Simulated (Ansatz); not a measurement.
# GaH4NO: the cost of one run

All numbers below are computed with Ansatz 0.2.0 (RKS B3LYP/def2-SVP).

## (1) The starting structure

Bond lengths: Ga1–H2 1.770 Å, Ga1–O3 1.990 Å, O3–H4 1.010 Å, Ga1–N5 1.930 Å, N5–H6 1.060 Å, N5–H7 1.060 Å. Angles: H2–Ga1–O3 42.6°, H2–Ga1–N5 157.4°, O3–Ga1–N5 160.0°, Ga1–O3–H4 105.4°, Ga1–N5–H6 120.0°, Ga1–N5–H7 120.0°, H6–N5–H7 120.0°.

Coordinates:

```xyz
7

Ga    0.0000    0.0000    0.0000
H     1.0752    0.0000    1.4060
O     1.9596    0.0000    0.3462
H     2.2595   -0.9519    0.1913
N    -1.6714    0.0000   -0.9650
H    -2.3403   -0.8164   -0.8664
H    -1.9204    0.8164   -1.5936
```

## (2) A restrained relaxation towards end A

Springs on the bonds that form and break draw the guess towards this end; the thresholds are loose.

File input.yaml:

```yaml
crystal:
  periodic: [false, false, false]
  atoms:
    - { symbol: Ga, position_ang: [0.0, 0.0, 0.0] }
    - { symbol: H, position_ang: [1.0752, 0.0, 1.406] }
    - { symbol: O, position_ang: [1.9596, 0.0, 0.3462] }
    - { symbol: H, position_ang: [2.2595, -0.9519, 0.1913] }
    - { symbol: "N", position_ang: [-1.6714, 0.0, -0.965] }
    - { symbol: H, position_ang: [-2.3403, -0.8164, -0.8664] }
    - { symbol: H, position_ang: [-1.9204, 0.8164, -1.5936] }
basis:
  gaussian: { orbitals: def2-SVP }
hamiltonian:
  xc: b3lyp
relax:
  f_tol: 0.15
  max_steps: 25
  restrain:
    - { distance: [1, 2], at: 2.21, k: 30.0 }
    - { distance: [0, 1], at: 1.57, k: 30.0 }
    - { distance: [0, 2], at: 1.79, k: 30.0 }
output:
  orbitals: {}
```

Started as:

```sh
$ ansatz run input.yaml --threads 2 --pin off --max-ram 3072MiB --backend cpu --events-out ev --progress --plain --runs-dir out
```

**Question.** How long does this run take on 2 threads of Arm Neoverse V2, shared host, and how much memory does it need?

About 15 s, with a peak of 0.15 GiB.
